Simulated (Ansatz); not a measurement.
# GeBrF: vertical ionisation energy

The task here is to estimate one member of a computed series from the others.

Computed with Ansatz 0.2.0, Gaussian basis. Level: unrestricted cation, the program's frozen cores in correlated methods.

The runs, in order: UKS PBE-D4/def2-TZVPP; UKS r2SCAN-D4/def2-TZVPP; UKS PBE0-D4/def2-TZVPP; UKS B3LYP-D4/def2-TZVPP; UKS wB97X-V/def2-TZVPP; UKS wB97M-V/def2-TZVPP; UKS B2PLYP/def2-TZVPP; UHF-CCSD(T)/def2-TZVPP; UHF-MP2/def2-QZVPP; extrapolation to the limit; then −ε(HOMO) from the neutral's earlier runs with LDA (SPW92), PBE-D4, revPBE-D4, BLYP-D4, r2SCAN-D4, B97M-V, PBE0-D4, B3LYP-D4, r2SCANh-D4, r2SCAN0-D4, HSE06-D4, BHLYP-D4, CAM-B3LYP-D4, LC-ωPBE, ωB97X-V, ωB97M-V.

### Structure used throughout

All runs share one geometry, relaxed beforehand with PBE0-D4 in a triple-zeta def2 set.

SMILES `[F][Ge][Br]`, 3 atoms, charge 0, spin multiplicity 1.

Atoms are counted from 1 here; the program's logs count them from 0.

Bond lengths: F1–Ge2 1.749 Å, Ge2–Br3 2.341 Å. Angles: F1–Ge2–Br3 98.7°.

As a file:

```
F    -0.7401    1.2532   -0.2773
Ge   -0.6587   -0.4884   -0.4100
Br    1.3877   -0.8297    0.6742
```

Set-up of the first run:

Input file in.yaml:

```yaml
crystal:
  periodic: [false, false, false]
  atoms:
    - {symbol: F, position_ang: [-0.740074, 1.253225, -0.277336]}
    - {symbol: Ge, position_ang: [-0.658657, -0.488357, -0.410040]}
    - {symbol: Br, position_ang: [1.387730, -0.829667, 0.674176]}
basis:
  gaussian: {orbitals: def2-TZVPP}
total_charge: 1
magnetization: {spin_polarized: true, initial_magnetization: 1}
hamiltonian: {xc: pbe, dispersion: d4}
```

Run with:

```
> ansatz run in.yaml --threads 4 --pin off --events-out ev --progress --plain --max-ram 10444MiB
```

Steps of the session up to this table: Cation, UKS PBE-D4/def2-TZVPP; Cation, UKS r2SCAN-D4/def2-TZVPP; Cation, UKS PBE0-D4/def2-TZVPP; Cation, UKS B3LYP-D4/def2-TZVPP; Cation, UKS wB97X-V/def2-TZVPP; Cation, UKS wB97M-V/def2-TZVPP; Cation, UKS B2PLYP (frozen core)/def2-TZVPP; Cation, UHF-CCSD(T)/def2-TZVPP; Cation, UHF-MP2/def2-QZVPP.

One table of the session follows, with a row left open; its other results are not shown here.

It belongs to the step «Ionisation energies side by side». Orbital estimates, from the neutral's runs:

| functional | −ε(HOMO) (eV) |
| --- | --- |
| LDA (SPW92) | 7.25 |
| PBE-D4 | ? |
| revPBE-D4 | 6.98 |
| BLYP-D4 | 6.91 |
| r2SCAN-D4 | 7.36 |
| B97M-V | 7.32 |
| PBE0-D4 | 8.19 |
| B3LYP-D4 | 7.99 |
| r2SCANh-D4 | 7.78 |
| r2SCAN0-D4 | 8.40 |
| HSE06-D4 | 7.79 |
| BHLYP-D4 | 9.19 |
| CAM-B3LYP-D4 | 9.45 |
| LC-ωPBE | 10.68 |
| ωB97X-V | 10.36 |
| ωB97M-V | 10.26 |

Q: Estimate the row for PBE-D4 from the others.

**Answer.** −ε(HOMO) (eV): 7.05. In the column «−ε(HOMO) (eV)» it lies between revPBE-D4 (6.98) and LDA (SPW92) (7.25).

To keep in mind: The cation may have settled in a state other than its lowest; no search over hole states beyond the program's own was made.
